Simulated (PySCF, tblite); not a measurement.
# C4H14Ge2Si: geometry, infrared bands and NMR shifts

What infrared bands and NMR shifts should C4H14Ge2Si (`C=[CH][Ge@@H]([CH3])[Ge@H]([CH3])[SiH3]`) show?

Computed with tblite 0.8.0 and PySCF 2.14.0, with density-fitted response routines of our own, on a single molecule in the gas phase. Atoms count from 0, in the outputs and in this text.

### 1 The starting structure

21 atoms, charge 0, multiplicity 1; geometry from: force field or distance geometry start.

Bonds of the start (Å): C0–C1 1.33, C1–Ge2 1.91, Ge2–C3 1.96, Ge2–Ge4 2.36, Ge4–C5 1.95, Ge4–Si6 2.30, C0–H7 1.08, C0–H8 1.08, C1–H9 1.09, Ge2–H10 1.57, C3–H11 1.13, C3–H12 1.10, C3–H13 1.12, Ge4–H14 1.55, C5–H15 1.11, C5–H16 1.10, C5–H17 1.10, Si6–H18 1.45, Si6–H19 1.50, Si6–H20 1.46.

### 2 Geometry optimisation with GFN2-xTB

Job settings and geometry (Å):

```
{"job": {"kind": "relax", "xc": "GFN2-xTB", "basis": "xTB"}, "charge": 0, "multiplicity": 1}
C     -1.652100    -0.720400    -2.102700
C     -2.074000     0.190900    -1.227600
Ge    -1.062200     0.675600     0.320300
C     -2.117900     0.131400     1.873200
Ge     1.064300    -0.329500     0.491800
C      2.230400     0.964700     1.366100
Si     2.049000    -0.828400    -1.525800
H     -2.223100    -0.996700    -2.976200
H     -0.699000    -1.204800    -1.937500
H     -3.041100     0.651300    -1.410700
H     -0.864400     2.224300     0.447200
H     -2.075200     0.921600     2.672900
H     -3.162800    -0.041200     1.579600
H     -1.642500    -0.800800     2.276700
H      1.006700    -1.587300     1.402900
H      2.258700     1.852100     0.704900
H      3.246200     0.556700     1.516700
H      1.736600     1.268200     2.303600
H      1.688000     0.059100    -2.610700
H      3.531400    -0.730300    -1.351900
H      1.794100    -2.239400    -1.813300
```

Started as:

```
$ OMP_NUM_THREADS=1 python probes_run.py task.json out
```

The driver reads the jobs from task.json and runs them one after another.

**Question.** This job is followed by: GFN2-xTB harmonic vibrations, gas phase; GIAO PBE0/pcSseg-1 NMR shielding, non-relativistic, gas phase. What will the session give for the following? strongest single infrared mode (GFN2-xTB); zero-point energy (GFN2-xTB); ¹³C shifts against TMS (PBE0/pcSseg-1); ¹H shifts against TMS (PBE0/pcSseg-1, means over atoms taken as alike); ⁷³Ge shifts against GeMe4 (PBE0/pcSseg-1); ²⁹Si shifts against TMS (PBE0/pcSseg-1); surface potential, 1st and 99th percentile.

**Answer**, as computed:

```
                                                              quantity                                               value
                             strongest single infrared mode (GFN2-xTB)                               1791 cm⁻¹, 959 km/mol
                                          zero-point energy (GFN2-xTB)                                       94.5 kcal/mol
                                ¹³C shifts against TMS (PBE0/pcSseg-1)                        147.6, 140.7, -0.1, -5.0 ppm
¹H shifts against TMS (PBE0/pcSseg-1, means over atoms taken as alike)  6.78, 6.39, 5.80, 4.60, 3.81, 3.71, 0.47, 0.43 ppm
                             ⁷³Ge shifts against GeMe4 (PBE0/pcSseg-1)                                      -111, -280 ppm
                               ²⁹Si shifts against TMS (PBE0/pcSseg-1)                                          -105.0 ppm
                                 surface potential, 1st and 99th percentile                                  -0.56 V and 0.80 V
```

What this shows: The optimisation took 92 steps and gained 0.373 eV; among the close pairs (by a distance rule), Ge2–Ge4 changed most, from 2.358 to 2.435 Å. No mode is imaginary among the 57: a minimum at this level. The strongest single mode, at 1791 cm⁻¹, moves mainly H10. GFN2-xTB is a fitted tight-binding method: band positions and strengths are rough. Its intensities can rank the bands wrongly. The most deshielded carbon is C1 (alkene CH), at 147.6 ppm: as expected for a trigonal carbon in a double bond. The most deshielded hydrogen is H9 (hydrogen on an alkene CH), at 6.78 ppm: olefinic region. At PBE0/pcSseg-1: The widest tensor belongs to C1: span 246 ppm, with a paramagnetic part of -222 ppm. Spin-orbit coupling is left out, which matters for shieldings and couplings at and beside the heavy atoms.
